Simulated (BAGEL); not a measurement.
# A workflow on GeSiH4O (SMILES [SiH3][O][GeH])

We compute a single-point energy (HF/def2-SVP), then the energy (NEVPT2(2,2)/def2-SVP), then the energy (CASPT2(2,2)/def2-SVP) of GeSiH4O. 

The results are computed with BAGEL 1.2.2.

1 further run of the same task is left out (set aside as unsound or not needed).

## Step 1: The molecule

GeSiH4O: 7 atoms, total charge 0, spin state singlet. SMILES: `[SiH3][O][GeH]`. The coordinates come from a PBE0-D4/def2-TZVP relaxation. This is one conformer, not always the lowest.

Bond lengths: Si1–O2 1.643 Å, O2–Ge3 1.789 Å, Si1–H4 1.490 Å, Si1–H5 1.485 Å, Si1–H6 1.485 Å, Ge3–H7 1.605 Å. Angles: Si1–O2–Ge3 134.1°, O2–Si1–H4 110.8°, O2–Si1–H5 109.3°, O2–Si1–H6 109.3°, O2–Ge3–H7 93.5°, H4–Si1–H5 109.1°, H4–Si1–H6 109.1°, H5–Si1–H6 109.4°.

## Step 2: A single-point energy at HF/def2-SVP (density fitting with svp-jkfit) (run 1)

Contents of input.json:

```json
{ "bagel": [

{
  "title": "molecule",
  "basis": "svp",
  "df_basis": "svp-jkfit",
  "angstrom": "true",
  "geometry": [
    { "atom": "Si", "xyz": [      -0.741679,       0.650927,      -0.296468 ] },
    { "atom": "O", "xyz": [       0.533521,      -0.139273,       0.373732 ] },
    { "atom": "Ge", "xyz": [       1.261421,      -1.756173,       0.134232 ] },
    { "atom": "H", "xyz": [      -1.409200,      -0.197600,      -1.323800 ] },
    { "atom": "H", "xyz": [      -0.260879,       1.901327,      -0.937468 ] },
    { "atom": "H", "xyz": [      -1.722479,       0.988127,       0.766432 ] },
    { "atom": "H", "xyz": [       2.400821,      -1.515073,       1.238032 ] }
  ]
},

{
  "title": "hf"
},

{
  "title": "print",
  "file": "orbitals.molden",
  "orbitals": "true"
}

]}
```

The run is started by

```bash
BAGEL_NUM_THREADS=1 BAGEL input.json > input.out
```

Output:

```text
* using 1 threads per process

  ===============================================================
  ===============================================================

  *** Geometry ***

  { "atom" : "Si", "xyz" : [     -1.401570,      1.230074,     -0.560243 ] },
  { "atom" : "O", "xyz" : [      1.008209,     -0.263188,      0.706251 ] },
  { "atom" : "Ge", "xyz" : [      2.383740,     -3.318686,      0.253662 ] },
  { "atom" : "H", "xyz" : [     -2.663002,     -0.373410,     -2.501619 ] },
  { "atom" : "H", "xyz" : [     -0.492990,      3.592987,     -1.771558 ] },
  { "atom" : "H", "xyz" : [     -3.255014,      1.867289,      1.448347 ] },
  { "atom" : "H", "xyz" : [      4.536894,     -2.863073,      2.339541 ] },

  Number of auxiliary basis functions:      543

  Since a DF basis is specified, we compute 2- and 3-index integrals:
    o Being stored without compression. Storage requirement is 0.031 GB

  Number of basis functions:       84
  Number of electrons      :       58

    * METHOD: MOLECULE                             0.50

  *** RHF ***

  === Nuclear Repulsion ===
   234.9420608348

      * DIIS with orbital gradients will be used.

  === RHF iteration (svp) ===
      0      -2440.92588358          0.01726637           0.17
      1      -2440.99369517          0.01540250           0.16
      2      -2441.10259114          0.00114208           0.15
[... 10 lines of this table left out ...]
     13      -2441.10417687          0.00000000           0.16
    * SCF iteration converged.

    * Permanent dipole moment:
           (   -0.041851,     0.375961,     0.164709) a.u.

    * METHOD: HF                                   2.66

    * METHOD: PRINT                                0.03

  ===============================================================
```

Wall time 3.6 s (1 thread of Intel Xeon Platinum 8259CL at 2.50GHz (Skylake/Cascade Lake), shared host); peak memory 0.15 GiB.

## Step 3: A single-point energy at NEVPT2(2,2)/def2-SVP (density fitting with svp-jkfit) (run 2)

Contents of nevpt2.json:

```json
{ "bagel": [

{
  "title": "molecule",
  "basis": "svp",
  "df_basis": "svp-jkfit",
  "angstrom": "true",
  "geometry": [
    { "atom": "Si", "xyz": [      -0.741679,       0.650927,      -0.296468 ] },
    { "atom": "O", "xyz": [       0.533521,      -0.139273,       0.373732 ] },
    { "atom": "Ge", "xyz": [       1.261421,      -1.756173,       0.134232 ] },
    { "atom": "H", "xyz": [      -1.409200,      -0.197600,      -1.323800 ] },
    { "atom": "H", "xyz": [      -0.260879,       1.901327,      -0.937468 ] },
    { "atom": "H", "xyz": [      -1.722479,       0.988127,       0.766432 ] },
    { "atom": "H", "xyz": [       2.400821,      -1.515073,       1.238032 ] }
  ]
},

{ "title": "hf" },

{ "title": "nevpt2", "nstate": 1, "nact": 2, "nclosed": 28, "active": [27, 35], "maxiter": 200, "natocc": "true", "ncore": 15 },

{ "title": "print", "file": "orbitals.molden", "orbitals": "true" }

]}
```

The run is started by

```bash
BAGEL_NUM_THREADS=1 BAGEL nevpt2.json > nevpt2.out
```

Output:

```text
* using 1 threads per process

  ===============================================================
  ===============================================================

  *** Geometry ***

[... 31 lines left out ...]
    * SCF iteration converged.
[... 1 line left out ...]
    * Permanent dipole moment:
[... 28 lines left out ...]
    * Second-order optimization converged. *
[... 9 lines left out ...]
     * ci vector, state   0, <S^2> = 0.0000
       2.     0.9954998038
       .2    -0.0947636041

  === DF-NEVPT2 calculation ===

    * 3-index integral transformation done
    * assembly done

      NEVPT2 correlation energy:   -0.4815814131      0.33

          (+0)     -0.4494880541
          (+0)'    -0.0029746072
          (+1)     -0.0064259029
          (+1)'    -0.0000000000
          (+2)     -0.0001478838
          (-1)     -0.0124261942
          (-1)'     0.0000000000
          (-2)     -0.0101187708

      NEVPT2 total energy:       -2441.5988669754

    * METHOD: NEVPT2                               9.50

    * METHOD: PRINT                                0.03

  ===============================================================
```

Run time: 13 s. Hardware: 1 thread of Intel Xeon Platinum 8259CL at 2.50GHz (Skylake/Cascade Lake), shared host; peak memory 0.15 GiB.

## Step 4: The energy at CASPT2(2,2)/def2-SVP (density fitting with svp-jkfit) (run 3)

Contents of calc.json:

```json
{ "bagel": [

{
  "title": "molecule",
  "basis": "svp",
  "df_basis": "svp-jkfit",
  "angstrom": true,
  "geometry": [
    { "atom": "Si", "xyz": [      -0.741679,       0.650927,      -0.296468 ] },
    { "atom": "O", "xyz": [       0.533521,      -0.139273,       0.373732 ] },
    { "atom": "Ge", "xyz": [       1.261421,      -1.756173,       0.134232 ] },
    { "atom": "H", "xyz": [      -1.409200,      -0.197600,      -1.323800 ] },
    { "atom": "H", "xyz": [      -0.260879,       1.901327,      -0.937468 ] },
    { "atom": "H", "xyz": [      -1.722479,       0.988127,       0.766432 ] },
    { "atom": "H", "xyz": [       2.400821,      -1.515073,       1.238032 ] }
  ]
},

{
  "title": "hf"
},

{
  "title": "casscf",
  "nstate": 1,
  "nact": 2,
  "nclosed": 28,
  "active": [27, 35],
  "maxiter": 200,
  "natocc": true
},

{
  "title": "print",
  "file": "orbitals.molden",
  "orbitals": true
},

{
  "title": "smith",
  "method": "caspt2",
  "ms": true,
  "xms": true,
  "sssr": true,
  "shift": 0.2,
  "shift_imag": true,
  "ncore": 15
}

]}
```

The run is started by

```bash
BAGEL_NUM_THREADS=1 BAGEL calc.json > calc.out
```

Output:

```text
* using 1 threads per process

  ===============================================================
  ===============================================================

  *** Geometry ***

[... 33 lines left out ...]
    * Permanent dipole moment:
[... 37 lines left out ...]
     * ci vector, state   0, <S^2> = 0.0000
[... 21 lines left out ...]
       #      aibj      arbs      arbi      airj      risj      airs      arst      rist         Etot      error   time
[... 9 lines left out ...]
      ------------------------------------------------------------------------------------------------------------------

    * CASPT2 energy : state  0    -2441.6038652647
        w/o shift correction      -2441.6014703819
        reference weight              0.8735832939

    * METHOD: SMITH                                1.81

  ===============================================================
```

Run time: 15 s. Hardware: 1 thread of Intel Xeon Platinum 8259CL at 2.50GHz (Skylake/Cascade Lake), shared host; peak memory 0.2 GiB.

## Step 5: Summary of results

| quantity | value |
| --- | --- |
| run 1, HF/def2-SVP: total energy | -2441.10418 Eh |
| run 1, HF/def2-SVP: dipole moment | 1.05 D |
| run 1, HF/def2-SVP: HOMO energy | -9.32 eV |
| run 1, HF/def2-SVP: LUMO energy | 0.66 eV |
| run 1, HF/def2-SVP: HOMO–LUMO gap | 9.98 eV |
| run 2, NEVPT2(2,2)/def2-SVP: total energy | -2441.59887 Eh |
| run 3, CASPT2(2,2)/def2-SVP: total energy | -2441.60387 Eh |
